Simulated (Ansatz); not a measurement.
# ClH₅InNSi (built from SMILES [NH2][In]([SiH3])[Cl]): search for a transition state, part 2 of 3

Ansatz 0.2.0, Gaussian basis; PBE0-D4.

## (7) Relaxing after a step of 0.30 Å one way along the mode

Input file downa/in.yaml:

```yaml
crystal:
  periodic: [false, false, false]
  atoms:
    - {symbol: In, position_ang: [-1.404359, -1.422042, -1.672980]}
    - {symbol: Si, position_ang: [0.735997, -0.170111, 0.838837]}
    - {symbol: N, position_ang: [0.387221, -0.864827, -0.678252]}
    - {symbol: H, position_ang: [-1.190463, 1.586399, -0.263205]}
    - {symbol: Cl, position_ang: [-2.139042, 1.800768, -1.139994]}
    - {symbol: H, position_ang: [-0.369743, 0.800642, 1.175064]}
    - {symbol: H, position_ang: [2.001100, 0.616235, 0.881862]}
    - {symbol: H, position_ang: [0.783870, -1.110334, 2.001159]}
    - {symbol: H, position_ang: [1.195421, -1.236631, -1.142490]}
basis:
  gaussian: {orbitals: def2-TZVP}
hamiltonian: {xc: pbe0, dispersion: d4}
relax: {f_tol: 0.005, max_steps: 200}
```

Run with:

```console
$ ansatz run in.yaml --threads 4 --pin off --events-out ev --progress --plain --max-ram 9574MiB
```

Output:

```text
Functional definition: PBE0
  name "PBE0"
  cite "Adamo & Barone, J. Chem. Phys. 110, 6158 (1999) doi:10.1063/1.478522"
  cite "Perdew, Burke & Ernzerhof, Phys. Rev. Lett. 77, 3865 (1996) doi:10.1103/PhysRevLett.77.3865"
  parent pbe
  parameter a = 0.25
  parameter kappa = 0.804
  parameter beta = 0.06672455060314922
  exchange = (1 - a)*pbe_x(kappa = kappa, mu = beta*pi^2/3) + a*exact_x
  correlation = pbe_c(beta = beta)
1392 factors; their error is unknown
mean field evaluation 1: about -27129.3365 eV, gradient 6.9e1 eV
mean field evaluation 2: about -27069.9443 eV, gradient 1.4e2 eV
mean field evaluation 4: about -27138.6660 eV, gradient 8.7e0 eV
mean field evaluation 8: about -27138.8045 eV, gradient 1.2e-1 eV
mean field evaluation 16: about -27138.9299 eV, gradient 2.1e-4 eV
mean field -27138.92985188 eV, -997.3372766292 hartree, gradient 2.4e-5 eV, S^2 0.000000; 0 other end points of the search recorded, 0 dependent functions left out
the calculation of the forces begins
reference -27138.92989002 eV, -997.3372780310 hartree; 32, 32 occupied and 153, 153 virtual orbitals, 1392 factors
relax step   1: F+E_penalty+E_count = -27139.15831939 eV  Δ(F+E_penalty+E_count) = +0.000e0 eV  max|allowed force component| = 4.210e-1 eV/Å  Δτ_max = 0.0000 Å  (29 SCF iters, accepted)
these checks for a lower state are left out or cut short: starts, cluster_reference, orbital_swaps, neighbouring_geometries, increment
1392 factors; their error is unknown
mean field -27138.93350523 eV, -997.3374108875 hartree, gradient 9.4e-6 eV, S^2 0.000000; 0 other end points of the search recorded, 0 dependent functions left out
the calculation of the forces begins
reference -27138.93354328 eV, -997.3374122858 hartree; 32, 32 occupied and 153, 153 virtual orbitals, 1392 factors
relax step   2: F+E_penalty+E_count = -27139.16594494 eV  Δ(F+E_penalty+E_count) = -7.626e-3 eV  max|allowed force component| = 3.491e-1 eV/Å  Δτ_max = 0.1927 Å  (31 SCF iters, accepted)
these checks for a lower state are left out or cut short: starts, cluster_reference, orbital_swaps, neighbouring_geometries, increment
1392 factors; their error is unknown
mean field evaluation 32: about -27138.8927 eV, gradient 2.5e-5 eV
mean field -27138.89265290 eV, -997.3359095918 hartree, gradient 2.5e-5 eV, S^2 0.000000; 0 other end points of the search recorded, 0 dependent functions left out
the calculation of the forces begins
reference -27138.89269112 eV, -997.3359109964 hartree; 32, 32 occupied and 153, 153 virtual orbitals, 1392 factors
relax step   3: F+E_penalty+E_count = -27139.12231246 eV  Δ(F+E_penalty+E_count) = +4.363e-2 eV  max|allowed force component| = 1.205e0 eV/Å  Δτ_max = 0.1949 Å  (28 SCF iters, rejected (line search))
these checks for a lower state are left out or cut short: starts, cluster_reference, orbital_swaps, neighbouring_geometries, increment
1392 factors; their error is unknown
mean field -27138.94284118 eV, -997.3377539774 hartree, gradient 1.7e-5 eV, S^2 0.000000; 0 other end points of the search recorded, 0 dependent functions left out
the calculation of the forces begins
reference -27138.94287930 eV, -997.3377553782 hartree; 32, 32 occupied and 153, 153 virtual orbitals, 1392 factors
relax step   4: F+E_penalty+E_count = -27139.17376722 eV  Δ(F+E_penalty+E_count) = -7.822e-3 eV  max|allowed force component| = 3.127e-1 eV/Å  Δτ_max = 0.0620 Å  (31 SCF iters, accepted)
these checks for a lower state are left out or cut short: starts, cluster_reference, orbital_swaps, neighbouring_geometries, increment
1392 factors; their error is unknown
mean field -27138.95338236 eV, -997.3381413584 hartree, gradient 8.3e-6 eV, S^2 0.000000; 0 other end points of the search recorded, 0 dependent functions left out
the calculation of the forces begins
reference -27138.95342055 eV, -997.3381427617 hartree; 32, 32 occupied and 153, 153 virtual orbitals, 1392 factors
relax step   5: F+E_penalty+E_count = -27139.18369843 eV  Δ(F+E_penalty+E_count) = -9.931e-3 eV  max|allowed force component| = 1.133e-1 eV/Å  Δτ_max = 0.0999 Å  (31 SCF iters, accepted)
these checks for a lower state are left out or cut short: starts, cluster_reference, orbital_swaps, neighbouring_geometries, increment
1392 factors; their error is unknown
mean field -27138.94879876 eV, -997.3379729141 hartree, gradient 1.0e-5 eV, S^2 0.000000; 0 other end points of the search recorded, 0 dependent functions left out
the calculation of the forces begins
reference -27138.94883709 eV, -997.3379743227 hartree; 32, 32 occupied and 153, 153 virtual orbitals, 1392 factors
relax step   6: F+E_penalty+E_count = -27139.17631783 eV  Δ(F+E_penalty+E_count) = +7.381e-3 eV  max|allowed force component| = 2.341e-1 eV/Å  Δτ_max = 0.1396 Å  (30 SCF iters, rejected (line search))
these checks for a lower state are left out or cut short: starts, cluster_reference, orbital_swaps, neighbouring_geometries, increment
1392 factors; their error is unknown
mean field -27138.95895339 eV, -997.3383460900 hartree, gradient 2.0e-5 eV, S^2 0.000000; 0 other end points of the search recorded, 0 dependent functions left out
the calculation of the forces begins
reference -27138.95899160 eV, -997.3383474942 hartree; 32, 32 occupied and 153, 153 virtual orbitals, 1392 factors
relax step   7: F+E_penalty+E_count = -27139.18857143 eV  Δ(F+E_penalty+E_count) = -4.873e-3 eV  max|allowed force component| = 5.029e-2 eV/Å  Δτ_max = 0.0696 Å  (30 SCF iters, accepted)
these checks for a lower state are left out or cut short: starts, cluster_reference, orbital_swaps, neighbouring_geometries, increment
1392 factors; their error is unknown
mean field evaluation 64: about -27138.9621 eV, gradient 2.5e-1 eV
mean field -27138.96221283 eV, -997.3384658721 hartree, gradient 2.1e-5 eV, S^2 0.000000; 0 other end points of the search recorded, 0 dependent functions left out
the calculation of the forces begins
reference -27138.96225105 eV, -997.3384672769 hartree; 32, 32 occupied and 153, 153 virtual orbitals, 1392 factors
relax step   8: F+E_penalty+E_count = -27139.19155758 eV  Δ(F+E_penalty+E_count) = -2.986e-3 eV  max|allowed force component| = 1.406e-1 eV/Å  Δτ_max = 0.0724 Å  (30 SCF iters, accepted)
these checks for a lower state are left out or cut short: starts, cluster_reference, orbital_swaps, neighbouring_geometries, increment
1392 factors; their error is unknown
mean field -27138.96305448 eV, -997.3384968023 hartree, gradient 2.0e-5 eV, S^2 0.000000; 0 other end points of the search recorded, 0 dependent functions left out
the calculation of the forces begins
reference -27138.96309266 eV, -997.3384982054 hartree; 32, 32 occupied and 153, 153 virtual orbitals, 1392 factors
relax step   9: F+E_penalty+E_count = -27139.19261031 eV  Δ(F+E_penalty+E_count) = -1.053e-3 eV  max|allowed force component| = 2.675e-1 eV/Å  Δτ_max = 0.0637 Å  (30 SCF iters, accepted)
these checks for a lower state are left out or cut short: starts, cluster_reference, orbital_swaps, neighbouring_geometries, increment
1392 factors; their error is unknown
mean field -27138.96521554 eV, -997.3385762198 hartree, gradient 1.6e-5 eV, S^2 0.000000; 0 other end points of the search recorded, 0 dependent functions left out
the calculation of the forces begins
reference -27138.96525373 eV, -997.3385776233 hartree; 32, 32 occupied and 153, 153 virtual orbitals, 1392 factors
relax step  10: F+E_penalty+E_count = -27139.19486129 eV  Δ(F+E_penalty+E_count) = -2.251e-3 eV  max|allowed force component| = 2.361e-1 eV/Å  Δτ_max = 0.0460 Å  (31 SCF iters, accepted)
these checks for a lower state are left out or cut short: starts, cluster_reference, orbital_swaps, neighbouring_geometries, increment
1392 factors; their error is unknown
mean field -27138.96721359 eV, -997.3386496468 hartree, gradient 1.7e-5 eV, S^2 0.000000; 0 other end points of the search recorded, 0 dependent functions left out
the calculation of the forces begins
reference -27138.96725179 eV, -997.3386510506 hartree; 32, 32 occupied and 153, 153 virtual orbitals, 1392 factors
relax step  11: F+E_penalty+E_count = -27139.19665893 eV  Δ(F+E_penalty+E_count) = -1.798e-3 eV  max|allowed force component| = 1.403e-1 eV/Å  Δτ_max = 0.0435 Å  (31 SCF iters, accepted)
these checks for a lower state are left out or cut short: starts, cluster_reference, orbital_swaps, neighbouring_geometries, increment
1392 factors; their error is unknown
mean field evaluation 96: about -27138.9703 eV, gradient 2.4e-5 eV
mean field -27138.97033582 eV, -997.3387643865 hartree, gradient 2.4e-5 eV, S^2 0.000000; 0 other end points of the search recorded, 0 dependent functions left out
the calculation of the forces begins
reference -27138.97037401 eV, -997.3387657902 hartree; 32, 32 occupied and 153, 153 virtual orbitals, 1392 factors
relax step  12: F+E_penalty+E_count = -27139.20008227 eV  Δ(F+E_penalty+E_count) = -3.423e-3 eV  max|allowed force component| = 6.941e-2 eV/Å  Δτ_max = 0.0875 Å  (30 SCF iters, accepted)
these checks for a lower state are left out or cut short: starts, cluster_reference, orbital_swaps, neighbouring_geometries, increment
1392 factors; their error is unknown
mean field -27138.97133191 eV, -997.3388009921 hartree, gradient 1.9e-5 eV, S^2 0.000000; 0 other end points of the search recorded, 0 dependent functions left out
the calculation of the forces begins
reference -27138.97137010 eV, -997.3388023957 hartree; 32, 32 occupied and 153, 153 virtual orbitals, 1392 factors
relax step  13: F+E_penalty+E_count = -27139.20130981 eV  Δ(F+E_penalty+E_count) = -1.228e-3 eV  max|allowed force component| = 1.993e-2 eV/Å  Δτ_max = 0.0679 Å  (30 SCF iters, accepted)
these checks for a lower state are left out or cut short: starts, cluster_reference, orbital_swaps, neighbouring_geometries, increment
1392 factors; their error is unknown
mean field -27138.97129405 eV, -997.3387996011 hartree, gradient 1.2e-5 eV, S^2 0.000000; 0 other end points of the search recorded, 0 dependent functions left out
the calculation of the forces begins
reference -27138.97133238 eV, -997.3388010094 hartree; 32, 32 occupied and 153, 153 virtual orbitals, 1392 factors
relax step  14: F+E_penalty+E_count = -27139.20098173 eV  Δ(F+E_penalty+E_count) = +3.281e-4 eV  max|allowed force component| = 1.684e-1 eV/Å  Δτ_max = 0.1392 Å  (30 SCF iters, rejected (line search))
these checks for a lower state are left out or cut short: starts, cluster_reference, orbital_swaps, neighbouring_geometries, increment
1392 factors; their error is unknown
mean field -27138.97141648 eV, -997.3388041000 hartree, gradient 2.0e-5 eV, S^2 0.000000; 0 other end points of the search recorded, 0 dependent functions left out
the calculation of the forces begins
reference -27138.97145475 eV, -997.3388055066 hartree; 32, 32 occupied and 153, 153 virtual orbitals, 1392 factors
relax step  15: F+E_penalty+E_count = -27139.20096196 eV  Δ(F+E_penalty+E_count) = +3.479e-4 eV  max|allowed force component| = 5.372e-2 eV/Å  Δτ_max = 0.0696 Å  (30 SCF iters, rejected (line search))
these checks for a lower state are left out or cut short: starts, cluster_reference, orbital_swaps, neighbouring_geometries, increment
1392 factors; their error is unknown
mean field -27138.97195326 eV, -997.3388238266 hartree, gradient 1.6e-5 eV, S^2 0.000000; 0 other end points of the search recorded, 0 dependent functions left out
the calculation of the forces begins
reference -27138.97199149 eV, -997.3388252314 hartree; 32, 32 occupied and 153, 153 virtual orbitals, 1392 factors
relax step  16: F+E_penalty+E_count = -27139.20175093 eV  Δ(F+E_penalty+E_count) = -4.411e-4 eV  max|allowed force component| = 7.509e-3 eV/Å  Δτ_max = 0.0339 Å  (31 SCF iters, accepted)
these checks for a lower state are left out or cut short: starts, cluster_reference, orbital_swaps, neighbouring_geometries, increment
1392 factors; their error is unknown
mean field evaluation 128: about -27138.9721 eV, gradient 2.1e-4 eV
mean field -27138.97209850 eV, -997.3388291640 hartree, gradient 2.6e-5 eV, S^2 0.000000; 0 other end points of the search recorded, 0 dependent functions left out
the calculation of the forces begins
reference -27138.97213682 eV, -997.3388305721 hartree; 32, 32 occupied and 153, 153 virtual orbitals, 1392 factors
relax step  17: F+E_penalty+E_count = -27139.20185108 eV  Δ(F+E_penalty+E_count) = -1.001e-4 eV  max|allowed force component| = 6.948e-2 eV/Å  Δτ_max = 0.0979 Å  (30 SCF iters, accepted)
these checks for a lower state are left out or cut short: starts, cluster_reference, orbital_swaps, neighbouring_geometries, increment
1392 factors; their error is unknown
mean field -27138.97217727 eV, -997.3388320585 hartree, gradient 1.4e-5 eV, S^2 0.000000; 0 other end points of the search recorded, 0 dependent functions left out
the calculation of the forces begins
reference -27138.97221558 eV, -997.3388334666 hartree; 32, 32 occupied and 153, 153 virtual orbitals, 1392 factors
relax step  18: F+E_penalty+E_count = -27139.20174367 eV  Δ(F+E_penalty+E_count) = +1.074e-4 eV  max|allowed force component| = 5.645e-2 eV/Å  Δτ_max = 0.0366 Å  (31 SCF iters, rejected (line search))
these checks for a lower state are left out or cut short: starts, cluster_reference, orbital_swaps, neighbouring_geometries, increment
1392 factors; their error is unknown
mean field -27138.97225534 eV, -997.3388349276 hartree, gradient 1.5e-5 eV, S^2 0.000000; 0 other end points of the search recorded, 0 dependent functions left out
the calculation of the forces begins
reference -27138.97229364 eV, -997.3388363351 hartree; 32, 32 occupied and 153, 153 virtual orbitals, 1392 factors
relax step  19: F+E_penalty+E_count = -27139.20222783 eV  Δ(F+E_penalty+E_count) = -3.768e-4 eV  max|allowed force component| = 1.921e-2 eV/Å  Δτ_max = 0.0183 Å  (31 SCF iters, accepted)
these checks for a lower state are left out or cut short: starts, cluster_reference, orbital_swaps, neighbouring_geometries, increment
1392 factors; their error is unknown
mean field -27138.97260301 eV, -997.3388477044 hartree, gradient 1.4e-5 eV, S^2 0.000000; 0 other end points of the search recorded, 0 dependent functions left out
the calculation of the forces begins
reference -27138.97264132 eV, -997.3388491123 hartree; 32, 32 occupied and 153, 153 virtual orbitals, 1392 factors
relax step  20: F+E_penalty+E_count = -27139.20237554 eV  Δ(F+E_penalty+E_count) = -1.477e-4 eV  max|allowed force component| = 1.468e-2 eV/Å  Δτ_max = 0.0151 Å  (32 SCF iters, accepted)
these checks for a lower state are left out or cut short: starts, cluster_reference, orbital_swaps, neighbouring_geometries, increment
1392 factors; their error is unknown
mean field -27138.97267484 eV, -997.3388503440 hartree, gradient 1.4e-5 eV, S^2 0.000000; 0 other end points of the search recorded, 0 dependent functions left out
the calculation of the forces begins
reference -27138.97271316 eV, -997.3388517524 hartree; 32, 32 occupied and 153, 153 virtual orbitals, 1392 factors
relax step  21: F+E_penalty+E_count = -27139.20243277 eV  Δ(F+E_penalty+E_count) = -5.723e-5 eV  max|allowed force component| = 3.844e-3 eV/Å  Δτ_max = 0.0081 Å  (32 SCF iters, accepted)
these checks for a lower state are left out or cut short: starts, cluster_reference, orbital_swaps, neighbouring_geometries, increment
1392 factors; their error is unknown
mean field evaluation 160: about -27138.8467 eV, gradient 4.2e-1 eV
mean field -27138.97271884 eV, -997.3388519609 hartree, gradient 1.4e-5 eV, S^2 0.000000; 0 other end points of the search recorded, 0 dependent functions left out
the calculation of the forces begins
reference -27138.97275717 eV, -997.3388533696 hartree; 32, 32 occupied and 153, 153 virtual orbitals, 1392 factors
relax step  22: F+E_penalty+E_count = -27139.20242962 eV  Δ(F+E_penalty+E_count) = +3.158e-6 eV  max|allowed force component| = 8.261e-3 eV/Å  Δτ_max = 0.0078 Å  (32 SCF iters, rejected (line search))
these checks for a lower state are left out or cut short: starts, cluster_reference, orbital_swaps, neighbouring_geometries, increment
1392 factors; their error is unknown
mean field -27138.97271951 eV, -997.3388519858 hartree, gradient 1.4e-5 eV, S^2 0.000000; 0 other end points of the search recorded, 0 dependent functions left out
the calculation of the forces begins
reference -27138.97275784 eV, -997.3388533943 hartree; 32, 32 occupied and 153, 153 virtual orbitals, 1392 factors
relax step  23: F+E_penalty+E_count = -27139.20244335 eV  Δ(F+E_penalty+E_count) = -1.057e-5 eV  max|allowed force component| = 3.933e-3 eV/Å  Δτ_max = 0.0038 Å  (24 SCF iters, accepted)
these checks for a lower state are left out or cut short: starts, cluster_reference, orbital_swaps, neighbouring_geometries, increment
1392 factors; their error is unknown
mean field -27138.97277699 eV, -997.3388540979 hartree, gradient 1.4e-5 eV, S^2 0.000000; 0 other end points of the search recorded, 0 dependent functions left out
the calculation of the forces begins
reference -27138.97281533 eV, -997.3388555069 hartree; 32, 32 occupied and 153, 153 virtual orbitals, 1392 factors
relax step  24: F+E_penalty+E_count = -27139.20245721 eV  Δ(F+E_penalty+E_count) = -1.387e-5 eV  max|allowed force component| = 4.893e-3 eV/Å  Δτ_max = 0.0102 Å  (32 SCF iters, accepted)
these checks for a lower state are left out or cut short: starts, cluster_reference, orbital_swaps, neighbouring_geometries, increment
1392 factors; their error is unknown
mean field -27138.97281735 eV, -997.3388555810 hartree, gradient 1.4e-5 eV, S^2 0.000000; 0 other end points of the search recorded, 0 dependent functions left out
the calculation of the forces begins
reference -27138.97285570 eV, -997.3388569904 hartree; 32, 32 occupied and 153, 153 virtual orbitals, 1392 factors
relax step  25: F+E_penalty+E_count = -27139.20246588 eV  Δ(F+E_penalty+E_count) = -8.671e-6 eV  max|allowed force component| = 6.499e-3 eV/Å  Δτ_max = 0.0091 Å  (32 SCF iters, accepted)
these checks for a lower state are left out or cut short: starts, cluster_reference, orbital_swaps, neighbouring_geometries, increment
1392 factors; their error is unknown
mean field evaluation 192: about -27138.9728 eV, gradient 1.4e-5 eV
mean field -27138.97284402 eV, -997.3388565613 hartree, gradient 1.4e-5 eV, S^2 0.000000; 0 other end points of the search recorded, 0 dependent functions left out
the calculation of the forces begins
reference -27138.97288238 eV, -997.3388579709 hartree; 32, 32 occupied and 153, 153 virtual orbitals, 1392 factors
relax step  26: F+E_penalty+E_count = -27139.20247475 eV  Δ(F+E_penalty+E_count) = -8.870e-6 eV  max|allowed force component| = 8.045e-3 eV/Å  Δτ_max = 0.0104 Å  (32 SCF iters, accepted)
these checks for a lower state are left out or cut short: starts, cluster_reference, orbital_swaps, neighbouring_geometries, increment
1392 factors; their error is unknown
mean field -27138.97283999 eV, -997.3388564130 hartree, gradient 1.4e-5 eV, S^2 0.000000; 0 other end points of the search recorded, 0 dependent functions left out
the calculation of the forces begins
reference -27138.97287835 eV, -997.3388578227 hartree; 32, 32 occupied and 153, 153 virtual orbitals, 1392 factors
relax step  27: F+E_penalty+E_count = -27139.20247986 eV  Δ(F+E_penalty+E_count) = -5.109e-6 eV  max|allowed force component| = 6.839e-3 eV/Å  Δτ_max = 0.0053 Å  (33 SCF iters, accepted)
these checks for a lower state are left out or cut short: starts, cluster_reference, orbital_swaps, neighbouring_geometries, increment
1392 factors; their error is unknown
mean field -27138.97284480 eV, -997.3388565899 hartree, gradient 8.5e-6 eV, S^2 0.000000; 0 other end points of the search recorded, 0 dependent functions left out
the calculation of the forces begins
reference -27138.97288316 eV, -997.3388579997 hartree; 32, 32 occupied and 153, 153 virtual orbitals, 1392 factors
relax step  28: F+E_penalty+E_count = -27139.20248403 eV  Δ(F+E_penalty+E_count) = -4.165e-6 eV  max|allowed force component| = 4.941e-3 eV/Å  Δτ_max = 0.0042 Å  (24 SCF iters, accepted)
1392 factors; their error is unknown
mean field evaluation 224: about -27138.9728 eV, gradient 2.0e-4 eV
mean field -27138.97284480 eV, -997.3388565899 hartree, gradient 9.4e-6 eV, S^2 0.000000; 1 other end points of the search recorded, 0 dependent functions left out
the calculation of the forces begins
reference -27138.97288316 eV, -997.3388579997 hartree; 32, 32 occupied and 153, 153 virtual orbitals, 1392 factors
Total energy: -27139.20252239 eV, -997.3472970857 hartree
Atom 0 at    -1.080177    -0.973375    -2.218411 Å, force     0.002198    -0.000990     0.002037 eV/Å
Atom 1 at     0.776240    -0.093539     0.765057 Å, force     0.001001     0.002414     0.004786 eV/Å
Atom 2 at     0.357905    -0.974425    -0.626848 Å, force     0.000348    -0.004366    -0.003999 eV/Å
Atom 3 at    -1.361024     1.401354     0.017293 Å, force    -0.001716     0.000838    -0.002409 eV/Å
Atom 4 at    -2.274708     1.650858    -0.885333 Å, force     0.001526    -0.000387     0.002290 eV/Å
Atom 5 at    -0.275593     0.962278     1.000101 Å, force     0.002886    -0.002729    -0.000754 eV/Å
Atom 6 at     2.059719     0.667105     0.694637 Å, force    -0.002526    -0.001798     0.000167 eV/Å
Atom 7 at     0.810285    -0.882015     2.032527 Å, force    -0.000502     0.002078    -0.001653 eV/Å
Atom 8 at     0.987355    -1.758141    -0.779021 Å, force    -0.003215     0.004941    -0.000465 eV/Å
Dipole moment:     0.030178    -0.212566    -0.177440 e Å
```

Wall time 2.5 min (4 threads of Arm Neoverse N1, shared host).

Along the way: (the energy doesn't fall at every step)

```csv
step,energy from step 1 (eV),largest force component (eV/Å)
1,0.0000,0.4210
2,-0.0076,0.3491
3,0.0360,1.2048
4,-0.0154,0.3127
5,-0.0254,0.1133
6,-0.0180,0.2341
7,-0.0303,0.0503
8,-0.0332,0.1406
9,-0.0343,0.2675
10,-0.0365,0.2361
11,-0.0383,0.1403
12,-0.0418,0.0694
13,-0.0430,0.0199
14,-0.0427,0.1684
15,-0.0426,0.0537
16,-0.0434,0.0075
17,-0.0435,0.0695
18,-0.0434,0.0565
19,-0.0439,0.0192
20,-0.0441,0.0147
21,-0.0441,0.0038
22,-0.0441,0.0083
23,-0.0441,0.0039
24,-0.0441,0.0049
25,-0.0441,0.0065
26,-0.0442,0.0080
27,-0.0442,0.0068
28,-0.0442,0.0049
```

Distances of close pairs at the start and the end, largest changes first:

```csv
bond,before (Å),after (Å),change (Å)
In1–N3,2.124,2.145,+0.021
N3–H9,1.003,1.017,+0.013
Si2–N3,1.705,1.700,-0.005
Si2–H7,1.490,1.494,+0.003
Si2–H8,1.496,1.493,-0.003
H4–Cl5,1.309,1.308,-0.001
Si2–H6,1.509,1.509,-0.001
```

[end of part 2 of 3]
